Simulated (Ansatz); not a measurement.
**H₅NS₂Si: shape, modes and thermochemistry**

The task is to find a stationary geometry of H₅NS₂Si, check the end point by its vibrations and derive ideal-gas thermochemistry, and look at its orbitals and charge.

Method: RKS PBE0-D4/def2-TZVP; program: Ansatz 0.2.0, Gaussian basis.

The runs, in order: relaxation at PBE-D4/def2-SVP; relaxation at PBE0-D4/def2-TZVP; harmonic vibrations at the same level; a single point in def2-TZVPP for the fields.

**1. Starting geometry**

9 atoms, charge 0, spin multiplicity 1.

Atoms are counted from 1 here; the program's logs count them from 0.

Bond lengths: N1–Si2 1.631 Å, N1–H5 1.044 Å, N1–H6 1.048 Å, Si2–S3 2.133 Å, Si2–H7 1.507 Å, Si2–H8 1.469 Å, S3–S4 2.065 Å, S4–H9 1.398 Å. Angles: Si2–N1–H5 112.1°, Si2–N1–H6 112.2°, H5–N1–H6 103.5°, N1–Si2–S3 107.9°, N1–Si2–H7 106.0°, N1–Si2–H8 108.4°, S3–Si2–H7 111.9°, S3–Si2–H8 112.7°, H7–Si2–H8 109.5°, Si2–S3–S4 99.3°, S3–S4–H9 97.5°.

As a file:

```
N    -0.46720    0.60190   -0.96160
Si    0.53610   -0.63050   -0.59320
S    -0.18180   -1.54900    1.19280
S    -0.17930    0.09790    2.43910
H    -0.19480    1.07830   -1.85030
H    -0.42820    1.37040   -0.25070
H     1.89770   -0.01330   -0.40100
H     0.57270   -1.55670   -1.73280
H    -1.46660    0.55470    2.14050
```

The start is a force-field geometry with small random shifts, so a cheaper pass at PBE-D4/def2-SVP comes first.

**2. Geometry optimisation, PBE-D4/def2-SVP (cheap first pass)**

Input file in.yaml:

```yaml
crystal:
  periodic: [false, false, false]
  atoms:
    - {symbol: N, position_ang: [-0.467200, 0.601900, -0.961600]}
    - {symbol: Si, position_ang: [0.536100, -0.630500, -0.593200]}
    - {symbol: S, position_ang: [-0.181800, -1.549000, 1.192800]}
    - {symbol: S, position_ang: [-0.179300, 0.097900, 2.439100]}
    - {symbol: H, position_ang: [-0.194800, 1.078300, -1.850300]}
    - {symbol: H, position_ang: [-0.428200, 1.370400, -0.250700]}
    - {symbol: H, position_ang: [1.897700, -0.013300, -0.401000]}
    - {symbol: H, position_ang: [0.572700, -1.556700, -1.732800]}
    - {symbol: H, position_ang: [-1.466600, 0.554700, 2.140500]}
basis:
  gaussian: {orbitals: def2-SVP}
hamiltonian: {xc: pbe, dispersion: d4}
relax: {f_tol: 0.03, max_steps: 200}
```

Command:

```console
ansatz run in.yaml --threads 2 --pin off --events-out ev --progress --plain --max-ram 4352MiB
```

The log of the run, shortened:

```text
Functional definition: PBE
  name "PBE"
  cite "Perdew, Burke & Ernzerhof, Phys. Rev. Lett. 77, 3865 (1996) doi:10.1103/PhysRevLett.77.3865"
  parent pbe
[...]
1068 factors; their error is unknown
[...]
mean field -31094.73619262 eV, -1142.7104783097 hartree, gradient 4.1e-5 eV, S^2 0.000000; 0 other end points of the search recorded, 0 dependent functions left out
[...]
reference -31094.73622463 eV, -1142.7104794861 hartree; 29, 29 occupied and 64, 64 virtual orbitals, 1068 factors
relax step   1: F+E_penalty+E_count = -31094.98979325 eV  Δ(F+E_penalty+E_count) = +0.000e0 eV  max|allowed force component| = 4.132e0 eV/Å  Δτ_max = 0.0000 Å  (29 SCF iters, accepted)
[...]
relax step   4: F+E_penalty+E_count = -31095.44889337 eV  Δ(F+E_penalty+E_count) = -1.920e-2 eV  max|allowed force component| = 2.565e-1 eV/Å  Δτ_max = 0.1581 Å  (27 SCF iters, accepted)
[...]
relax step   7: F+E_penalty+E_count = -31095.49728926 eV  Δ(F+E_penalty+E_count) = -3.311e-2 eV  max|allowed force component| = 3.065e-1 eV/Å  Δτ_max = 0.2000 Å  (34 SCF iters, accepted)
[...]
relax step  10: F+E_penalty+E_count = -31095.55940250 eV  Δ(F+E_penalty+E_count) = -4.926e-4 eV  max|allowed force component| = 2.156e-1 eV/Å  Δτ_max = 0.1387 Å  (27 SCF iters, accepted)
[...]
relax step  13: F+E_penalty+E_count = -31095.56788694 eV  Δ(F+E_penalty+E_count) = -9.379e-4 eV  max|allowed force component| = 5.264e-2 eV/Å  Δτ_max = 0.0646 Å  (28 SCF iters, accepted)
[...]
relax step  14: F+E_penalty+E_count = -31095.56840496 eV  Δ(F+E_penalty+E_count) = -5.180e-4 eV  max|allowed force component| = 9.318e-3 eV/Å  Δτ_max = 0.0143 Å  (28 SCF iters, accepted)
1068 factors; their error is unknown
[...]
mean field -31095.32547552 eV, -1142.7321340567 hartree, gradient 1.6e-5 eV, S^2 0.000000; 1 other end points of the search recorded, 0 dependent functions left out
[...]
reference -31095.32550800 eV, -1142.7321352504 hartree; 29, 29 occupied and 64, 64 virtual orbitals, 1068 factors
Total energy: -31095.56843744 eV, -1142.7410627425 hartree
Atom 0 at    -0.136015     0.876014    -1.167001 Å, force     0.008293    -0.002429     0.004669 eV/Å
Atom 1 at     0.664895    -0.545040    -0.574960 Å, force    -0.009318     0.001862    -0.001933 eV/Å
Atom 2 at    -0.305393    -1.634541     1.062104 Å, force     0.003297     0.007677     0.003587 eV/Å
Atom 3 at    -0.246286    -0.051572     2.469832 Å, force    -0.000186    -0.006254    -0.004987 eV/Å
Atom 4 at    -1.055491     0.781077    -1.606970 Å, force    -0.000915     0.000390     0.000865 eV/Å
Atom 5 at    -0.105486     1.715301    -0.581468 Å, force    -0.002991     0.000801     0.002052 eV/Å
Atom 6 at     2.023966    -0.117577    -0.109810 Å, force    -0.002580    -0.000315    -0.002390 eV/Å
Atom 7 at     0.709090    -1.570236    -1.674039 Å, force     0.004542    -0.003659    -0.000306 eV/Å
Atom 8 at    -1.460680     0.500274     2.165111 Å, force    -0.000142     0.001929    -0.001556 eV/Å
Dipole moment:    -0.298931     0.398635    -0.186656 e Å
```

Run time: 21 s. Hardware: 2 threads of Arm Neoverse V2, shared host.

Step by step:

| step | energy from step 1 (eV) | largest force component (eV/Å) |
| --- | --- | --- |
| 1 | 0.0000 | 4.1318 |
| 2 | -0.3596 | 1.8133 |
| 3 | -0.4399 | 0.5662 |
| 4 | -0.4591 | 0.2565 |
| 5 | -0.4655 | 0.2001 |
| 6 | -0.4744 | 0.4655 |
| 7 | -0.5075 | 0.3065 |
| 8 | -0.5344 | 0.5855 |
| 9 | -0.5691 | 0.2563 |
| 10 | -0.5696 | 0.2156 |
| 11 | -0.5724 | 0.1180 |
| 12 | -0.5772 | 0.1360 |
| 13 | -0.5781 | 0.0526 |
| 14 | -0.5786 | 0.0093 |

Close pairs (by a distance rule), those that changed most:

| bond | before (Å) | after (Å) | change (Å) |
| --- | --- | --- | --- |
| N1–Si2 | 1.631 | 1.735 | +0.104 |
| Si2–S3 | 2.133 | 2.193 | +0.060 |
| S3–S4 | 2.065 | 2.119 | +0.054 |
| Si2–H8 | 1.469 | 1.504 | +0.035 |
| S4–H9 | 1.398 | 1.368 | -0.030 |
| N1–H6 | 1.048 | 1.024 | -0.024 |
| N1–H5 | 1.044 | 1.024 | -0.021 |
| Si2–H7 | 1.507 | 1.499 | -0.009 |

**3. Relaxation at PBE0-D4/def2-TZVP**

Input file in.yaml:

```yaml
crystal:
  periodic: [false, false, false]
  atoms:
    - {symbol: N, position_ang: [-0.136015, 0.876014, -1.167001]}
    - {symbol: Si, position_ang: [0.664895, -0.545040, -0.574960]}
    - {symbol: S, position_ang: [-0.305393, -1.634541, 1.062104]}
    - {symbol: S, position_ang: [-0.246286, -0.051572, 2.469832]}
    - {symbol: H, position_ang: [-1.055491, 0.781077, -1.606970]}
    - {symbol: H, position_ang: [-0.105486, 1.715301, -0.581468]}
    - {symbol: H, position_ang: [2.023966, -0.117577, -0.109810]}
    - {symbol: H, position_ang: [0.709090, -1.570236, -1.674039]}
    - {symbol: H, position_ang: [-1.460680, 0.500274, 2.165111]}
basis:
  gaussian: {orbitals: def2-TZVP}
hamiltonian: {xc: pbe0, dispersion: d4}
relax: {f_tol: 0.005, max_steps: 150}
```

Launched as before.

The log of the run, shortened:

```text
Functional definition: PBE0
  name "PBE0"
  cite "Adamo & Barone, J. Chem. Phys. 110, 6158 (1999) doi:10.1063/1.478522"
  cite "Perdew, Burke & Ernzerhof, Phys. Rev. Lett. 77, 3865 (1996) doi:10.1103/PhysRevLett.77.3865"
  parent pbe
[...]
1185 factors; their error is unknown
[...]
mean field -31110.41768486 eV, -1143.2867625199 hartree, gradient 4.3e-5 eV, S^2 0.000000; 0 other end points of the search recorded, 0 dependent functions left out
[...]
reference -31110.41771507 eV, -1143.2867636302 hartree; 29, 29 occupied and 143, 143 virtual orbitals, 1185 factors
relax step   1: F+E_penalty+E_count = -31110.62513792 eV  Δ(F+E_penalty+E_count) = +0.000e0 eV  max|allowed force component| = 8.660e-1 eV/Å  Δτ_max = 0.0000 Å  (27 SCF iters, accepted)
[...]
Total energy: -31110.69240441 eV, -1143.2968582773 hartree
Atom 0 at    -0.158807     0.853599    -1.136510 Å, force     0.000022    -0.000900     0.000129 eV/Å
Atom 1 at     0.645488    -0.536497    -0.559613 Å, force     0.000806     0.001106     0.000166 eV/Å
Atom 2 at    -0.307328    -1.610918     1.050205 Å, force     0.000897     0.000035     0.000104 eV/Å
Atom 3 at    -0.236895    -0.087666     2.442470 Å, force    -0.000497    -0.000224    -0.001009 eV/Å
Atom 4 at    -1.044310     0.781362    -1.610901 Å, force    -0.000094     0.000123    -0.000411 eV/Å
Atom 5 at    -0.080782     1.719772    -0.628637 Å, force     0.000126     0.000173    -0.000030 eV/Å
Atom 6 at     1.978280    -0.103641    -0.083915 Å, force    -0.000367    -0.000610     0.000229 eV/Å
Atom 7 at     0.711047    -1.550975    -1.642353 Å, force    -0.000734     0.000140     0.000099 eV/Å
Atom 8 at    -1.418093     0.488665     2.152052 Å, force    -0.000159     0.000157     0.000725 eV/Å
Dipole moment:    -0.265742     0.382157    -0.207118 e Å
```

Run time: 38 s. Hardware: 2 threads of Arm Neoverse V2, shared host.

Relaxation path:

| step | energy from step 1 (eV) | largest force component (eV/Å) |
| --- | --- | --- |
| 1 | 0.0000 | 0.8660 |
| 2 | -0.0583 | 0.2280 |
| 3 | -0.0631 | 0.1068 |
| 4 | -0.0654 | 0.0692 |
| 5 | -0.0655 | 0.1331 |
| 6 | -0.0672 | 0.0113 |
| 7 | -0.0672 | 0.0056 |
| 8 | -0.0672 | 0.0011 |

Distances of close pairs at the start and the end, largest changes first:

| bond | before (Å) | after (Å) | change (Å) |
| --- | --- | --- | --- |
| S3–S4 | 2.119 | 2.065 | -0.054 |
| Si2–S3 | 2.193 | 2.157 | -0.036 |
| N1–Si2 | 1.735 | 1.706 | -0.029 |
| S4–H9 | 1.368 | 1.346 | -0.022 |
| Si2–H7 | 1.499 | 1.480 | -0.019 |
| Si2–H8 | 1.504 | 1.485 | -0.018 |
| N1–H6 | 1.024 | 1.007 | -0.017 |
| N1–H5 | 1.024 | 1.007 | -0.017 |

Mulliken charges at the end point, from the run's report:

| atom | value (e) |
| --- | --- |
| N1 | -0.62 |
| Si2 | 0.37 |
| S3 | -0.19 |
| S4 | -0.19 |
| H5 | 0.24 |
| H6 | 0.25 |
| H7 | -0.01 |
| H8 | -0.02 |
| H9 | 0.17 |

**4. Force constants and modes**

Input file in.yaml:

```yaml
crystal:
  periodic: [false, false, false]
  atoms:
    - {symbol: N, position_ang: [-0.158807, 0.853599, -1.136510]}
    - {symbol: Si, position_ang: [0.645488, -0.536497, -0.559613]}
    - {symbol: S, position_ang: [-0.307328, -1.610918, 1.050205]}
    - {symbol: S, position_ang: [-0.236895, -0.087666, 2.442470]}
    - {symbol: H, position_ang: [-1.044310, 0.781362, -1.610901]}
    - {symbol: H, position_ang: [-0.080782, 1.719772, -0.628637]}
    - {symbol: H, position_ang: [1.978280, -0.103641, -0.083915]}
    - {symbol: H, position_ang: [0.711047, -1.550975, -1.642353]}
    - {symbol: H, position_ang: [-1.418093, 0.488665, 2.152052]}
basis:
  gaussian: {orbitals: def2-TZVP}
hamiltonian: {xc: pbe0, dispersion: d4}
phonons: {temperatures: {t_min: 298.15, t_max: 900, t_step: 200}}
```

Same command.

The log of the run, shortened:

```text
Functional definition: PBE0
  name "PBE0"
  cite "Adamo & Barone, J. Chem. Phys. 110, 6158 (1999) doi:10.1063/1.478522"
  cite "Perdew, Burke & Ernzerhof, Phys. Rev. Lett. 77, 3865 (1996) doi:10.1103/PhysRevLett.77.3865"
  parent pbe
[...]
1185 factors; their error is unknown
[...]
mean field -31110.48242288 eV, -1143.2891415986 hartree, gradient 3.6e-5 eV, S^2 0.000000; 0 other end points of the search recorded, 0 dependent functions left out
[...]
reference -31110.48245287 eV, -1143.2891427008 hartree; 29, 29 occupied and 143, 143 virtual orbitals, 1185 factors
[...]
1185 factors; their error is unknown
mean field -31110.48228220 eV, -1143.2891364287 hartree, gradient 9.6e-7 eV, S^2 0.000000; 0 other end points of the search recorded, 0 dependent functions left out
[...]
reference -31110.48231220 eV, -1143.2891375310 hartree; 29, 29 occupied and 143, 143 virtual orbitals, 1185 factors
[...]
Atom 1 at     0.645488    -0.536497    -0.559613 Å, force     0.000799     0.001086     0.000173 eV/Å
Atom 2 at    -0.307328    -1.610918     1.050205 Å, force     0.000893     0.000037     0.000099 eV/Å
Atom 3 at    -0.236895    -0.087666     2.442470 Å, force    -0.000497    -0.000216    -0.001003 eV/Å
Atom 4 at    -1.044310     0.781362    -1.610901 Å, force    -0.000123     0.000121    -0.000427 eV/Å
Atom 5 at    -0.080782     1.719772    -0.628637 Å, force     0.000127     0.000192    -0.000023 eV/Å
Atom 6 at     1.978280    -0.103641    -0.083915 Å, force    -0.000361    -0.000608     0.000229 eV/Å
Atom 7 at     0.711047    -1.550975    -1.642353 Å, force    -0.000731     0.000149     0.000099 eV/Å
Atom 8 at    -1.418093     0.488665     2.152052 Å, force    -0.000151     0.000149     0.000719 eV/Å
Dipole moment:    -0.265740     0.382158    -0.207117 e Å
Vibrations: 83.67 135.55 216.15 262.32 271.01 403.90 474.46 525.41 530.76 739.94 857.98 869.84 887.34 907.15 921.46 1580.81 2226.99 2256.77 2672.88 3604.85 3701.20 cm⁻¹, zero-point energy 1.495898 eV
```

Run time: 2.7 min. Hardware: 2 threads of Arm Neoverse V2, shared host.

Motions are named by where the mode's potential energy lies. Wavenumbers, unscaled:

| mode | cm⁻¹ | motion |
| --- | --- | --- |
| 1 | 84 | torsion |
| 2 | 136 | bend with torsion |
| 3 | 216 | torsion with bend |
| 4 | 262 | torsion with bend |
| 5 | 271 | torsion |
| 6 | 404 | torsion |
| 7 | 474 | Si–S stretch |
| 8 | 525 | S–S stretch |
| 9 | 531 | S–S stretch with torsion |
| 10 | 740 | bend |
| 11 | 858 | Si–N stretch with bend |
| 12 | 870 | bend with torsion |
| 13 | 887 | bend |
| 14 | 907 | bend |
| 15 | 921 | bend with torsion |
| 16 | 1581 | bend |
| 17 | 2227 | Si–H stretch |
| 18 | 2257 | Si–H stretch |
| 19 | 2673 | S–H stretch |
| 20 | 3605 | N–H stretch |
| 21 | 3701 | N–H stretch |

From these modes and the moments of inertia (298.15 K, 1 bar, symmetry number 1):

| term | value |
| --- | --- |
| zero-point energy | 144.3 kJ/mol |
| H(298) − E | 165.4 kJ/mol |
| entropy, translation | 167.6 J/(mol K) |
| entropy, rotation | 113.7 J/(mol K) |
| entropy, vibration | 65.9 J/(mol K) |
| entropy, total | 347.3 J/(mol K) |

**5. Orbitals, density and potential**

in.yaml, as its differences from that of step 4:

```diff
@@ -13,4 +13,4 @@
 basis:
-  gaussian: {orbitals: def2-TZVP}
+  gaussian: {orbitals: def2-TZVPP}
 hamiltonian: {xc: pbe0, dispersion: d4}
-phonons: {temperatures: {t_min: 298.15, t_max: 900, t_step: 200}}
+output: {orbitals: {seedname: orbitals}}
```

Same command.

The log of the run:

```text
Functional definition: PBE0
  name "PBE0"
  cite "Adamo & Barone, J. Chem. Phys. 110, 6158 (1999) doi:10.1063/1.478522"
  cite "Perdew, Burke & Ernzerhof, Phys. Rev. Lett. 77, 3865 (1996) doi:10.1103/PhysRevLett.77.3865"
  parent pbe
  parameter a = 0.25
  parameter kappa = 0.804
  parameter beta = 0.06672455060314922
  exchange = (1 - a)*pbe_x(kappa = kappa, mu = beta*pi^2/3) + a*exact_x
  correlation = pbe_c(beta = beta)
1371 factors; their error is unknown
mean field evaluation 1: about -31104.4791 eV, gradient 5.7e1 eV
mean field evaluation 2: about -31095.5941 eV, gradient 8.1e1 eV
mean field evaluation 4: about -31110.4820 eV, gradient 3.9e0 eV
mean field evaluation 8: about -31110.5221 eV, gradient 8.6e-2 eV
mean field evaluation 16: about -31110.5599 eV, gradient 2.6e-5 eV
mean field -31110.55992861 eV, -1143.2919898816 hartree, gradient 2.6e-5 eV, S^2 0.000000; 0 other end points of the search recorded, 0 dependent functions left out
reference -31110.55995836 eV, -1143.2919909748 hartree; 29, 29 occupied and 198, 198 virtual orbitals, 1371 factors
Total energy: -31110.76990827 eV, -1143.2997064917 hartree
```

Run time: 4.6 s. Hardware: 2 threads of Arm Neoverse V2, shared host; peak memory 0.57 GiB.

The fields below are evaluated on a grid from the run's orbitals.

Frontier orbitals at PBE0-D4/def2-TZVPP, with the share of their density that lies nearest to each atom:

| orbital | energy (eV) | lies on |
| --- | --- | --- |
| HOMO-1 | -7.33 | S3 68 %; S4 11 %; N1 7 % |
| HOMO | -7.04 | S4 51 %; S3 23 %; H9 7 % |
| LUMO | -0.98 | S3, S4 about 41 % each; H9 8 % |

ELF in a plane through or near 3 of the atoms.

Ten even steps from ' ' (0.00) to '@' (1.00):
```
                                                        
                                                        
                                                        
                                                        
                ..--==--..              ..              
              ..==%%@@%%==::        ..++****--          
              ::++@@@@@@**==..      ==%%@@%%##::        
              ::++%%@@@@**++::      ==@@@@@@##--        
              ..::==++++++==..      ::##%%%%**--..      
                  ..::--==::....::::..--++++++--::..    
                ....::::::--++******++----==++++==::    
          ..==##%%@@##--::++%%%%++==**++====++++++::    
          **@@@@@@@@@@##--**%%++++##..++--::::----..    
          ##@@@@@@@@@@%%--==##==--==--**--              
          **@@@@@@@@@@##....++##**##%%##==              
          ::##@@@@@@%%==    ==##%%@@@@##==              
            ..++####--      ::++##%%%%++--              
                            ..::==++==::..              
                                  ..                    
                                                        
```
The map spans 10.1 Å across and 8.3 Å up, centred on the molecule. Atoms in the plane (x, y in Å): S3 (1.2, -1.3), H5 (-1.3, 1.4), H8 (-1.7, -1.5).

On the surface of density 0.002 e/bohr³ the electrostatic potential runs, from the 1st to the 99th percentile, from -0.77 V near N1 to 1.88 V near H5.

**6. Summary of results**

```
                  quantity            value
               point group               C1
                     steps           14 + 8
shift from the start (rms)          0.433 Å
              total energy   -31110.6924 eV
           dispersion term         -210 meV
             dipole moment           2.45 D
lowest, highest wavenumber    84, 3701 cm⁻¹
         zero-point energy     144.3 kJ/mol
       entropy at 298.15 K  347.3 J/(mol K)
                HOMO, LUMO  -7.04, -0.98 eV
```

**Reading.** The relaxed geometry lies 0.43 Å (rms) from the start; the bond that changed most is N1–Si2, from 1.631 to 1.706 Å. All wavenumbers are real, so the end point is a minimum. The stiffest mode, 3701 cm⁻¹, is an N–H stretch, and 2 modes under 200 cm⁻¹ make the vibrational entropy uncertain. Harmonic hybrid wavenumbers usually lie a few per cent above measured fundamentals. The largest Mulliken charge, -0.62 e, sits on N1. The HOMO lies mostly on S4 51 %; S3 23 % and the LUMO on S3, S4 about 41 % each; H9 8 %.
